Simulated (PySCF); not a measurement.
# BPH3Br (SMILES PBBr) at CCSD(T)/6-31G(d) (spherical functions)

What is the vertical ionisation energy of BPH3Br at CCSD(T)/6-31G* (spherical functions)? 

The results are computed with PySCF 2.14.0.

8 further runs of the same task are left out: 6 that didn't finish, 2 set aside as unsound or not needed.

## (1) The structure to begin with

BPH3Br: 6 atoms, total charge 0, spin state singlet. As SMILES, `PBBr`. The shape is that of a GFN2-xTB optimisation. This is one conformer, not always the lowest.

Bond lengths: P1–B2 1.868 Å, B2–Br3 1.865 Å, P1–H4 1.379 Å, P1–H5 1.380 Å, B2–H6 1.173 Å. Angles: P1–B2–Br3 120.2°, P1–B2–H6 120.9°, Br3–B2–H6 118.3°, B2–P1–H4 101.0°, B2–P1–H5 101.3°, H4–P1–H5 96.7°.

## (2) A single-point energy at CCSD(T)/6-31G(d) (spherical functions)

geometry.xyz reads:

```xyz
6

P     -1.048140     0.256160    -0.357290
B      0.444350    -0.389840     0.561360
Br     1.506080     0.771510     1.562750
H     -1.001700    -0.508820    -1.503720
H     -0.543730     1.412840    -0.914950
H      0.643140    -1.541840     0.651840
```

run.py reads:

```python
from pyscf import gto, cc

mol = gto.Mole()
mol.atom = 'geometry.xyz'
mol.spin = 0
mol.max_memory = 40
mol.verbose = 3
mol.basis = '6-31g*'
mol.charge = 0
mol.build()

hf = mol.RHF()
hf.conv_tol = 1e-08
hf.direct_scf_tol = 1e-08
hf.max_cycle = 60
hf.kernel()

mycc = cc.CCSD(hf, frozen=15)
mycc.kernel()
e_t = mycc.ccsd_t()
e_final = mycc.e_tot + e_t
print('Final energy', e_final)
```

Command:

```
OMP_NUM_THREADS=1 python run.py
```

The program printed:

```text
converged SCF energy = -2939.2702348901
E(CCSD) = -2939.7283644658  E_corr = -0.4581295757041676
CCSD(T) correction = -0.0115576310972524
Final energy -2939.7399220968973
```

Wall time 19 s (1 thread of Intel Xeon Platinum 8488C (Sapphire Rapids), shared host); peak memory 0.26 GiB.

## (3) The doublet cation, same level

run.py reads:

```python
from pyscf import gto, cc

mol = gto.M(
    atom=[
    ('P', (-1.048140, 0.256160, -0.357290)),
    ('B', (0.444350, -0.389840, 0.561360)),
    ('Br', (1.506080, 0.771510, 1.562750)),
    ('H', (-1.001700, -0.508820, -1.503720)),
    ('H', (-0.543730, 1.412840, -0.914950)),
    ('H', (0.643140, -1.541840, 0.651840)),
],
    basis='6-31g*',
    charge=1,
    verbose=4,
    spin=1,
    max_memory=40,
)

mf = mol.UHF()
mf.max_cycle = 60
mf.direct_scf_tol = 1e-08
mf.conv_tol = 1e-08
mf.kernel()

mycc = cc.CCSD(mf, frozen=15)
mycc.kernel()
e_t = mycc.ccsd_t()
e_final = mycc.e_tot + e_t
print('Final energy', e_final)
```

Command:

```
OMP_NUM_THREADS=1 python run.py
```

The program printed:

```text
PySCF version 2.14.0

[INPUT] num. atoms = 6
[INPUT] num. electrons = 57
[INPUT] charge = 1
[INPUT] spin (= nelec alpha-beta = 2S) = 1
[INPUT] symmetry False subgroup None
[INPUT] Mole.unit = angstrom
[INPUT] Symbol           X                Y                Z      unit          X                Y                Z       unit  Magmom
[INPUT]  1 P     -1.048140000000   0.256160000000  -0.357290000000 AA   -1.980697540202   0.484072244069  -0.675180247046 Bohr   0.0
[INPUT]  2 B      0.444350000000  -0.389840000000   0.561360000000 AA    0.839699803450  -0.736690832400   1.060816657286 Bohr   0.0
[INPUT]  3 Br     1.506080000000   0.771510000000   1.562750000000 AA    2.846078721685   1.457942602363   2.953169501164 Bohr   0.0
[INPUT]  4 H     -1.001700000000  -0.508820000000  -1.503720000000 AA   -1.892938658977  -0.961530446701  -2.841618968031 Bohr   0.0
[INPUT]  5 H     -0.543730000000   1.412840000000  -0.914950000000 AA   -1.027500785710   2.669880657831  -1.729004917671 Bohr   0.0
[INPUT]  6 H      0.643140000000  -1.541840000000   0.651840000000 AA    1.215358459753  -2.913655327899   1.231799077036 Bohr   0.0

nuclear repulsion = 193.292702429716
number of shells = 32
number of NR pGTOs = 185
number of NR cGTOs = 70
basis = 6-31g*
ecp = {}

******** <class 'pyscf.scf.uhf.UHF'> ********
method = UHF
initial guess = minao
damping factor = 0
level_shift factor = 0
DIIS = <class 'pyscf.scf.diis.CDIIS'>
diis_start_cycle = 1
diis_space = 8
diis_damp = 0
SCF conv_tol = 1e-08
SCF conv_tol_grad = None
SCF max_cycles = 60
direct_scf = True
direct_scf_tol = 1e-08
number electrons alpha = 29  beta = 28
Set gradient conv threshold to 0.0001
init E= -2938.48081102809
[... the frontier-level lines of each cycle are left out ...]

cycle= 1 E= -2938.83208799242  delta_E= -0.351  |g|= 0.327  |ddm|= 1.52
cycle= 2 E= -2938.91457259898  delta_E= -0.0825  |g|= 0.167  |ddm|= 0.665
cycle= 3 E= -2938.93542135272  delta_E= -0.0208  |g|= 0.0495  |ddm|= 0.244
cycle= 4 E= -2938.93939423999  delta_E= -0.00397  |g|= 0.0242  |ddm|=  0.1
cycle= 5 E= -2938.94094384975  delta_E= -0.00155  |g|= 0.0148  |ddm|= 0.0619
cycle= 6 E= -2938.94209564271  delta_E= -0.00115  |g|= 0.0095  |ddm|= 0.0689
cycle= 7 E= -2938.94272520065  delta_E= -0.00063  |g|= 0.00577  |ddm|= 0.0613
cycle= 8 E= -2938.94298231103  delta_E= -0.000257  |g|= 0.00267  |ddm|= 0.048
cycle= 9 E= -2938.94302900048  delta_E= -4.67e-05  |g|= 0.00102  |ddm|= 0.0205
cycle= 10 E= -2938.9430343664  delta_E= -5.37e-06  |g|= 0.000429  |ddm|= 0.00783
cycle= 11 E= -2938.94303493676  delta_E= -5.7e-07  |g|= 0.000169  |ddm|= 0.00177
cycle= 12 E= -2938.94303489264  delta_E= 4.41e-08  |g|= 7.93e-05  |ddm|= 0.000708
cycle= 13 E= -2938.94303489461  delta_E= -1.97e-09  |g|= 3.25e-05  |ddm|= 0.000346
Extra cycle  E= -2938.94303465797  delta_E= 2.37e-07  |g|= 2.2e-05  |ddm|= 7.01e-05
converged SCF energy = -2938.94303465797  <S^2> = 0.7638177  2S+1 = 2.0137703

******** <class 'pyscf.cc.uccsd.UCCSD'> ********
CC2 = 0
CCSD nocc = (np.int64(14), np.int64(13)), nmo = (55, 55)
frozen orbitals 15
max_cycle = 50
direct = 0
conv_tol = 1e-07
conv_tol_normt = 1e-06
diis_space = 6
diis_start_cycle = 0
diis_start_energy_diff = 1e+09
Init t2, MP2 energy = -0.409302984497997
Init E_corr(UCCSD) = -0.409302985148232
cycle = 1  E_corr(UCCSD) = -0.423133616150209  dE = -0.013830631  norm(t1,t2) = 0.0989293
cycle = 2  E_corr(UCCSD) = -0.434971073341089  dE = -0.0118374572  norm(t1,t2) = 0.0352215
cycle = 3  E_corr(UCCSD) = -0.436277007939312  dE = -0.0013059346  norm(t1,t2) = 0.0295972
cycle = 4  E_corr(UCCSD) = -0.440145384733313  dE = -0.00386837679  norm(t1,t2) = 0.0204523
cycle = 5  E_corr(UCCSD) = -0.440097012339516  dE = 4.83723938e-05  norm(t1,t2) = 0.0131486
cycle = 6  E_corr(UCCSD) = -0.439917697938734  dE = 0.000179314401  norm(t1,t2) = 0.00730966
cycle = 7  E_corr(UCCSD) = -0.440239660858773  dE = -0.00032196292  norm(t1,t2) = 0.00514924
cycle = 8  E_corr(UCCSD) = -0.440400934782985  dE = -0.000161273924  norm(t1,t2) = 0.00278677
cycle = 9  E_corr(UCCSD) = -0.440360618484907  dE = 4.03162981e-05  norm(t1,t2) = 0.00204894
cycle = 10  E_corr(UCCSD) = -0.440410603434495  dE = -4.99849496e-05  norm(t1,t2) = 0.00126709
cycle = 11  E_corr(UCCSD) = -0.440403544806158  dE = 7.05862834e-06  norm(t1,t2) = 0.000694978
cycle = 12  E_corr(UCCSD) = -0.440413178844285  dE = -9.63403813e-06  norm(t1,t2) = 0.000319001
cycle = 13  E_corr(UCCSD) = -0.440408619978113  dE = 4.55886617e-06  norm(t1,t2) = 0.000152312
cycle = 14  E_corr(UCCSD) = -0.440402182608841  dE = 6.43736927e-06  norm(t1,t2) = 8.03323e-05
cycle = 15  E_corr(UCCSD) = -0.440400062248689  dE = 2.12036015e-06  norm(t1,t2) = 3.87948e-05
cycle = 16  E_corr(UCCSD) = -0.440400062957575  dE = -7.08885617e-10  norm(t1,t2) = 1.38972e-05
cycle = 17  E_corr(UCCSD) = -0.440400222676977  dE = -1.59719402e-07  norm(t1,t2) = 7.26886e-06
cycle = 18  E_corr(UCCSD) = -0.4404002883249  dE = -6.56479228e-08  norm(t1,t2) = 4.50715e-06
cycle = 19  E_corr(UCCSD) = -0.440400301397513  dE = -1.30726124e-08  norm(t1,t2) = 2.88019e-06
cycle = 20  E_corr(UCCSD) = -0.440400321996065  dE = -2.05985528e-08  norm(t1,t2) = 1.68644e-06
cycle = 21  E_corr(UCCSD) = -0.440400345142779  dE = -2.31467138e-08  norm(t1,t2) = 9.36952e-07
UCCSD converged
E(UCCSD) = -2939.383435003112  E_corr = -0.4404003451427791
UCCSD(T) correction = -0.0125281104763349
Final energy -2939.395963113588
```

Run time: 53 s. Hardware: 1 thread of Intel Xeon Platinum 8488C (Sapphire Rapids), shared host; peak memory 0.3 GiB.

## (4) Summary of results

At CCSD(T)/6-31G* (spherical functions), 15 core orbitals frozen:

| quantity | value |
| --- | --- |
| singlet BPH3Br: total energy | -2939.73992 Eh |
| singlet BPH3Br: dipole moment (Hartree–Fock density) | 1.27 D |
| singlet BPH3Br: HOMO energy (Hartree–Fock orbitals) | -10.02 eV |
| singlet BPH3Br: LUMO energy (Hartree–Fock orbitals) | 1.94 eV |
| singlet BPH3Br: HOMO–LUMO gap (Hartree–Fock orbitals) | 11.96 eV |
| singlet BPH3Br: correlation energy (15 core orbitals frozen) | -469.7 mEh |
| singlet BPH3Br: (T) correction | -11.56 mEh |
| singlet BPH3Br: T1 diagnostic | 0.013 |
| doublet cation: total energy | -2939.39596 Eh |
| doublet cation: HOMO energy (Hartree–Fock orbitals) (highest over α and β) | -16.24 eV |
| doublet cation: LUMO energy (Hartree–Fock orbitals) (lowest over α and β) | -7.84 eV |
| doublet cation: correlation energy (15 core orbitals frozen) | -452.9 mEh |
| doublet cation: (T) correction | -12.53 mEh |
| doublet cation: ⟨S²⟩ of the reference determinant | 0.764 |
| doublet cation: T1 diagnostic | 0.031 |
| vertical ionisation energy (to the doublet cation) | 9.360 eV |

What this shows: The vertical ionisation energy comes to 9.36 eV (216 kcal/mol). The triples (singlet BPH3Br) make up 2.5 % of the correlation energy. The triples (doublet cation) make up 2.8 % of the correlation energy.
